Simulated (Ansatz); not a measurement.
# GeH2 (SMILES [GeH2]): RPA@PBE/def2-TZVPPD

What is the energy change on altering one bond length of GeH2 at RPA@PBE/def2-TZVPPD? 

The results are computed with Ansatz 0.2.0.

34 further runs of the same task are left out: 34 set aside as unsound or not needed.

**1. Starting point**

GeH2: 3 atoms, total charge 0, spin state singlet. SMILES: `[GeH2]`. The shape is that of a PBE0-D4/def2-TZVP optimisation.

Bond lengths: Ge1–H2 1.595 Å, Ge1–H3 1.594 Å. Angles: H2–Ge1–H3 90.6°.

**2. The energy at RPA@PBE/def2-TZVPPD**

File run.yaml:

```yaml
crystal:
  periodic: [false, false, false]
  atoms:
    - {symbol: Ge, position_ang: [-0.570100, 0.405100, -0.263700]}
    - {symbol: H, position_ang: [0.783000, 0.743600, 0.509000]}
    - {symbol: H, position_ang: [-0.212900, -1.148700, -0.245300]}
basis:
  gaussian: {orbitals: def2-TZVPPD.json}
hamiltonian: {xc: pbe}
correlation: {method: rpa, frozen_orbitals: {Ge: 9, H: 0}}
accuracy: high
```

The basis set def2-TZVPPD is read from a file made from the Basis Set Exchange's data (not shown).

Started as:

```
ansatz run run.yaml --threads 1 --pin off --max-ram 3480MiB --events-out events.jsonl --progress --plain --runs-dir runs
```

The program printed:

```text
Warning: RAYON_NUM_THREADS=1 ignored (pool sized by the plan → 1); use --threads N
Functional definition: PBE
  name "PBE"
  parameter kappa = 0.804
  parameter beta = 0.06672455060314922
  exchange = pbe_x(kappa = kappa, mu = beta*pi^2/3)
  correlation = pbe_c(beta = beta)
1286 factors; integrals over basis functions are off by at most 4.5e-9 eV
mean field evaluation 1: about -56539.5199 eV, gradient 2.3e1 eV
mean field evaluation 2: about -56539.5164 eV, gradient 2.3e1 eV
mean field evaluation 4: about -56540.4195 eV, gradient 3.3e0 eV
mean field evaluation 8: about -56540.4369 eV, gradient 2.6e-2 eV
mean field evaluation 16: about -56540.4369 eV, gradient 4.2e-8 eV
mean field -56540.43689862 eV, -2077.8227315397 hartree, gradient 4.6e-8 eV, S^2 0.000000; 0 other end points of the search recorded, 0 dependent functions left out
9 core orbitals not correlated: weight in the atoms' cores, before any rotation towards them, 1.000 or more for the frozen orbitals, at most 0.000 for the correlated occupied ones
reference -56503.12349517 eV, -2076.4514892548 hartree; 8, 8 occupied and 71, 71 virtual orbitals, 1286 factors
Total energy: -56514.22488433 eV, -2076.8594577817 hartree
```

It took 4.2 s on 1 thread of Arm Neoverse V2, shared host; peak memory 0.21 GiB.

**3. The distorted shape at the same level**

File in.yaml:

```yaml
crystal:
  periodic: [false, false, false]
  atoms:
    - {symbol: Ge, position_ang: [-0.623680, 0.638169, -0.266460]}
    - {symbol: H, position_ang: [0.729420, 0.976669, 0.506240]}
    - {symbol: H, position_ang: [-0.212900, -1.148700, -0.245300]}
basis:
  gaussian:
    orbitals: def2-TZVPPD.json
hamiltonian:
  xc: {name: PBE}
correlation:
  method: rpa
  frozen_orbitals: {Ge: 9, H: 0}
accuracy: high
```

The basis set def2-TZVPPD is read from a file made from the Basis Set Exchange's data (not shown).

Started as:

```
ansatz run in.yaml --threads 1 --pin off --max-ram 3480MiB --events-out events.jsonl --progress --plain --runs-dir runs
```

The program printed:

```text
Warning: RAYON_NUM_THREADS=1 ignored (pool sized by the plan → 1); use --threads N
Functional definition: PBE
  name "PBE"
  parameter kappa = 0.804
  parameter beta = 0.06672455060314922
  exchange = pbe_x(kappa = kappa, mu = beta*pi^2/3)
  correlation = pbe_c(beta = beta)
1275 factors; integrals over basis functions are off by at most 4.7e-9 eV
mean field evaluation 1: about -56539.2213 eV, gradient 2.3e1 eV
mean field evaluation 2: about -56539.2176 eV, gradient 2.3e1 eV
mean field evaluation 4: about -56540.1787 eV, gradient 3.3e0 eV
mean field evaluation 8: about -56540.2064 eV, gradient 5.0e-2 eV
mean field evaluation 16: about -56540.2064 eV, gradient 2.6e-7 eV
mean field -56540.20641211 eV, -2077.8142613168 hartree, gradient 2.3e-8 eV, S^2 0.000000; 0 other end points of the search recorded, 0 dependent functions left out
9 core orbitals not correlated: weight in the atoms' cores, before any rotation towards them, 1.000 or more for the frozen orbitals, at most 0.000 for the correlated occupied ones
reference -56502.77092692 eV, -2076.4385326106 hartree; 8, 8 occupied and 71, 71 virtual orbitals, 1275 factors
Total energy: -56513.93912643 eV, -2076.8489563727 hartree
```

Wall time 4.2 s (1 thread of Arm Neoverse V2, shared host); peak memory 0.21 GiB.

**4. Outcome**

Level: RPA@PBE/def2-TZVPPD, 9 core orbitals frozen.

```
                                                          quantity           value
                                         first shape: total energy  -2076.85946 Eh
                     first shape: RPA correlation energy (valence)      -408.0 mEh
                                     distorted shape: total energy  -2076.84896 Eh
                 distorted shape: RPA correlation energy (valence)      -410.4 mEh
energy change with the Ge1–H3 bond stretched from 1.594 to 1.834 Å        0.286 eV
```

With the Ge1–H3 bond stretched from 1.594 to 1.834 Å the energy rises by 0.29 eV (6.6 kcal/mol). The first shape isn't relaxed at this level, so the change isn't measured from a minimum.
